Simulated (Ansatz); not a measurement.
# GeMe3(OiPr) (C6H16GeO): geometry, orbitals and charge

Aim: characterise GeMe3(OiPr) (C6H16GeO) as a singlet: its structure, frontier levels and distribution of charge.

The runs use Ansatz 0.2.0, Gaussian basis; RKS PBE0-D4/def2-TZVP.

Levels to be run: relaxation at PBE-D4/def2-SVP; a single point at PBE0-D4/def2-TZVP.

## (1) Starting geometry

24 atoms, charge 0, spin multiplicity 1.

Atoms are counted from 1 here; the program's logs count them from 0.

Bond lengths: Ge1–C2 1.999 Å, Ge1–C6 1.982 Å, Ge1–C10 2.001 Å, Ge1–O14 1.779 Å, C2–H3 1.087 Å, C2–H4 1.085 Å, C2–H5 1.086 Å, C6–H7 1.086 Å, C6–H8 1.085 Å, C6–H9 1.086 Å, C10–H11 1.086 Å, C10–H12 1.085 Å, C10–H13 1.086 Å, O14–C15 1.409 Å, C15–C16 1.527 Å, C15–C17 1.526 Å, C15–H18 1.101 Å, C16–H19 1.087 Å and more. Angles: C2–Ge1–C6 113.7°, C2–Ge1–C10 111.7°, C2–Ge1–O14 109.1°, C6–Ge1–C10 111.3°, C6–Ge1–O14 100.5°, C10–Ge1–O14 110.0°, Ge1–C2–H3 110.9°, Ge1–C2–H4 110.4°, Ge1–C2–H5 110.2°, H3–C2–H4 108.3°, H3–C2–H5 108.5°, H4–C2–H5 108.5°, Ge1–C6–H7 110.7°, Ge1–C6–H8 110.0°, Ge1–C6–H9 110.7°, H7–C6–H8 108.5°, H7–C6–H9 108.7°, H8–C6–H9 108.2° and more.

The start is a GFN2-xTB geometry.

## (2) Relaxation at PBE-D4/def2-SVP

File in.yaml:

```yaml
crystal:
  periodic: [false, false, false]
  atoms:
    - {symbol: Ge, position_ang: [0.952690, 0.780900, 0.002730]}
    - {symbol: C, position_ang: [1.093340, 0.899080, 1.993280]}
    - {symbol: H, position_ang: [0.112300, 1.020190, 2.445050]}
    - {symbol: H, position_ang: [1.706520, 1.746640, 2.279690]}
    - {symbol: H, position_ang: [1.546670, -0.004010, 2.391810]}
    - {symbol: C, position_ang: [2.691810, 0.490660, -0.901680]}
    - {symbol: H, position_ang: [3.343620, 1.348060, -0.762720]}
    - {symbol: H, position_ang: [2.536670, 0.343900, -1.965960]}
    - {symbol: H, position_ang: [3.187020, -0.391070, -0.507050]}
    - {symbol: C, position_ang: [-0.012100, 2.356180, -0.765340]}
    - {symbol: H, position_ang: [-0.364210, 2.121310, -1.765030]}
    - {symbol: H, position_ang: [0.659670, 3.205900, -0.829690]}
    - {symbol: H, position_ang: [-0.865330, 2.643300, -0.158270]}
    - {symbol: O, position_ang: [0.107090, -0.722100, -0.432030]}
    - {symbol: C, position_ang: [-1.018200, -1.310960, 0.177630]}
    - {symbol: C, position_ang: [-1.178680, -2.705170, -0.424130]}
    - {symbol: C, position_ang: [-2.277470, -0.476710, -0.037780]}
    - {symbol: H, position_ang: [-0.843040, -1.409530, 1.260120]}
    - {symbol: H, position_ang: [-1.354260, -2.621240, -1.493400]}
    - {symbol: H, position_ang: [-2.012940, -3.225960, 0.038580]}
    - {symbol: H, position_ang: [-0.268670, -3.278420, -0.269160]}
    - {symbol: H, position_ang: [-2.167430, 0.491480, 0.446860]}
    - {symbol: H, position_ang: [-2.431670, -0.317420, -1.101910]}
    - {symbol: H, position_ang: [-3.143420, -0.984990, 0.378400]}
basis:
  gaussian: {orbitals: def2-SVP}
hamiltonian: {xc: pbe, dispersion: d4}
scf: {lower_state_search: "off"}
output: {orbitals: {seedname: orbitals}}
relax: {f_tol: 0.03, max_steps: 70}
```

Command:

```console
ansatz run in.yaml --threads 2 --pin off --events-out ev --progress --plain --max-ram 31744MiB --backend cuda --devices 0, --max-vram 18GiB
```

The runs that follow: Single point, PBE0-D4/def2-TZVP.

**Question.** What will the summary of the whole plan be? Wanted: point group; commonest bond, hydrogen aside; HOMO, LUMO at PBE0-D4/def2-TZVP; dipole at PBE-D4/def2-SVP.

As calculated:

| quantity | value |
| --- | --- |
| point group | C1 |
| commonest bond, hydrogen aside | C–Ge, 3 of mean length 1.965 Å |
| HOMO, LUMO at PBE0-D4/def2-TZVP | -7.17, 0.74 eV |
| dipole at PBE-D4/def2-SVP | 1.44 D |

In words: The molecule keeps its bonding pattern by the stored test; the atoms moved 0.10 Å (rms). No usable vibrations, so a minimum isn't proven. The HOMO lies nearest to O14 55 %; C10 9 % and the LUMO to H3, H4, H5 about 9 % each; 4 H atoms about 7 % each. The point group is read from a loosely relaxed geometry; soft torsions can leave it below the true symmetry.
